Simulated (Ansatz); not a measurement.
# CuAu: the cost of one run

Program: Ansatz 0.2.0. Level of theory: DFT PBEsol, scalar-relativistic. These are calculated values, not measurements.

## Step 1: The structure to begin with

It takes space group P4/mmm (No. 123, tetragonal). The conventional cell has a = 2.800 Å, b = 2.800 Å, c = 3.670 Å, α = 90.00°, β = 90.00°, γ = 90.00°. Cu (site symmetry 4/mmm) is surrounded by 8 Au at 2.70 Å and 4 Cu at 2.80 Å. Around Au (site symmetry 4/mmm) lie 8 Cu at 2.70 Å and 4 Au at 2.80 Å.

Structure file:

```xyz
2
Lattice="2.8000 0.0000 0.0000 0.0000 2.8000 0.0000 0.0000 0.0000 3.6700" Properties=species:S:1:pos:R:3 pbc="T T T"
Cu    1.4000    1.4000    1.8350
Au    0.0000    0.0000    0.0000
```

Atoms are numbered in the order of the input: Cu1, Au2.

## Step 2: Volume × 0.96, LAPW

The input, input.yaml:

```yaml
crystal:
  lattice:
    - [2.7621575232, 0.0, 0.0]
    - [0.0, 2.7621575232, 0.0]
    - [0.0, 0.0, 3.6203993251]
  atoms:
    - { symbol: Cu, position: [0.5, 0.5, 0.5] }
    - { symbol: Au, position: [0.0, 0.0, 0.0] }
kpoints:
  mp_grid: { grid: [13, 13, 10] }
  band_path:
    path:
      - [0.0, 0.0, 0.0]
      - [0.0, 0.5, 0.0]
      - [0.5, 0.5, 0.0]
      - [0.0, 0.0, 0.0]
      - [0.0, 0.0, 0.5]
      - [0.0, 0.5, 0.5]
      - [0.5, 0.5, 0.5]
      - [0.0, 0.0, 0.5]
      - [0.0, 0.5, 0.0]
    npoints: 5
scf:
  occupations: { method: fermi_dirac, width: 0.05 }
hamiltonian:
  xc: pbesol
  pseudopotentials: { kind: all_electron, lapw: { basis_error: 0.00025 } }
output:
  forces: true
  stress: true
  eigenvalues: true
```

The run is started by

```bash
$ ansatz run input.yaml --threads 1 --pin off --max-ram 3072MiB --backend cpu --events-out ev --progress --plain --runs-dir out
```

What time and memory should one allow on 1 thread of Arm Neoverse V2, shared host?

About 85 s, with a peak of 0.88 GiB.
